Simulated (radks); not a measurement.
**The first electron to leave Hf⁷⁺**

Hf⁷⁺ stands in [Kr] 4d10 4f13 5s2 5p4. From which sub-shell is an electron easiest to take? Each removal is a run of its own. The parent's configuration is the lowest that an earlier search found at this level.

Program: radks (a radial shooting solver on a logarithmic mesh, Libxc functionals) version 1. Level of theory: non-relativistic Kohn-Sham, PBE, spin-polarised, spherical densities, point nucleus; open shells are filled with parallel spins first. These are calculated values, not measurements, unless marked.

5 further runs of the same task are left out: 5 set aside as unsound or not needed.

**1. The atom as given**

```
element       : hafnium (Z = 72)
charge        : +7
electrons     : 65
configuration : [Kr] 4d10 4f13 5s2 5p4
```

Outer shells as boxes (Hund's rule):

Hf⁷⁺
```
[Kr] core
4d [↑↓][↑↓][↑↓][↑↓][↑↓]
4f [↑↓][↑↓][↑↓][↑↓][↑↓][↑↓][↑ ]
5s [↑↓]
5p [↑↓][↑ ][↑ ]
```

**2. The parent, Hf⁷⁺**

The parent was computed earlier with the same settings: E = -14311.488632 hartree. Its outer levels (eV):

| level | occupation | energy (eV) |
| --- | --- | --- |
| 4d up | 5 | -315.22 |
| 4d down | 5 | -313.87 |
| 5s up | 1 | -150.92 |
| 5s down | 1 | -148.10 |
| 4f up | 7 | -128.27 |
| 4f down | 6 | -126.67 |
| 5p up | 3 | -126.37 |
| 5p down | 1 | -123.59 |

**3. Remove 5p: [Kr] 4d10 4f13 5s2 5p3**

Settings of this run:

```text
Z 72
configuration [Kr] 4d10 4f13 5s2 5p3
relativity non-relativistic
functional pbe,pbe
spin polarised
nucleus point
```

**4. Remove 4f: [Kr] 4d10 4f12 5s2 5p4**

Settings of this run:

```text
Z 72
configuration [Kr] 4d10 4f12 5s2 5p4
relativity non-relativistic
functional pbe,pbe
spin polarised
nucleus point
```

**5. Remove 5s: [Kr] 4d10 4f13 5s1 5p4**

Settings of this run:

```text
Z 72
configuration [Kr] 4d10 4f13 5s1 5p4
relativity non-relativistic
functional pbe,pbe
spin polarised
nucleus point
```

**6. Remove 4d: [Kr] 4d9 4f13 5s2 5p4**

Settings of this run:

```text
Z 72
configuration [Kr] 4d9 4f13 5s2 5p4
relativity non-relativistic
functional pbe,pbe
spin polarised
nucleus point
```

What does the calculation give? Wanted: for each run, case; final configuration; Δ-SCF; −ε of the level emptied.

As calculated:

| case | final configuration | Δ-SCF (eV) | −ε of the level emptied (eV) |
| --- | --- | --- | --- |
| remove 5p | [Kr] 4d10 4f13 5s2 5p3 | 131.88 | 123.59 |
| remove 4f | [Kr] 4d10 4f12 5s2 5p4 | 140.59 | 126.67 |
| remove 5s | [Kr] 4d10 4f13 5s1 5p4 | 156.96 | 148.10 |
| remove 4d | [Kr] 4d9 4f13 5s2 5p4 | 328.79 | 313.87 |

**Reading.** The 5p electron leaves first, at 131.88 eV; the next cheapest, 4f, costs 140.59 eV. 5p is also the highest occupied level of the parent. NIST lists 137 eV (theoretical), between the same two configurations. Relativity is left out here, which matters for elements this heavy. Open shells are spherical and high-spin; term and fine-structure splittings are not resolved.
